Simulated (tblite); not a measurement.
# C15H12N: the cost of one run

Computed with tblite 0.8.0 and PySCF 2.14.0 and routines of our own; the level stands in each step. Atoms count from 0.

## 1. The system as given

28 atoms, charge 0, multiplicity 2; geometry from: force field, distance geometry or constructed start.

## 2. Optimising the geometry with GFN2-xTB

Job settings and geometry (Å):

```
{"job": {"kind": "relax", "xc": "GFN2-xTB", "basis": "xTB"}, "charge": 0, "multiplicity": 2}
C      1.916800    -1.471600    -0.094900
C      3.273900    -1.504200     0.384100
C      3.848400    -0.377500     0.842700
C      3.120700     0.894500     0.836300
C      1.844500     0.996700     0.413900
C      1.164800     2.278700     0.388400
C     -0.103700     2.301600    -0.033600
N     -0.831800     1.175400    -0.439300
C     -2.185300     1.352000    -0.735200
C     -3.289300     0.692300    -0.337600
C     -3.329500    -0.434000     0.562500
C     -2.697000    -1.602100     0.385600
C     -1.876300    -1.915000    -0.749800
C     -0.786900    -1.236700    -1.158400
C     -0.152700    -0.081300    -0.506600
C      1.143900    -0.217100    -0.082000
H      1.445600    -2.405900    -0.366500
H      3.807000    -2.455200     0.390400
H      4.861100    -0.373000     1.219200
H      3.671700     1.756500     1.206400
H      1.672200     3.184100     0.714500
H     -0.662100     3.233600    -0.039700
H     -2.333400     2.258700    -1.322600
H     -4.262300     1.071000    -0.644700
H     -3.979800    -0.314100     1.427400
H     -2.853500    -2.404600     1.103900
H     -2.173500    -2.795800    -1.315100
H     -0.266000    -1.590800    -2.040800
```

On the command line:

```console
$ OMP_NUM_THREADS=1 python large_run.py task.json out
```

One launch serves the whole session: the jobs run in the order shown.

**Question.** How long does this first job take on 1 thread of Arm Neoverse N1, shared host, and how much memory does it need?

About 2.1 s, with a peak of 0.18 GiB.
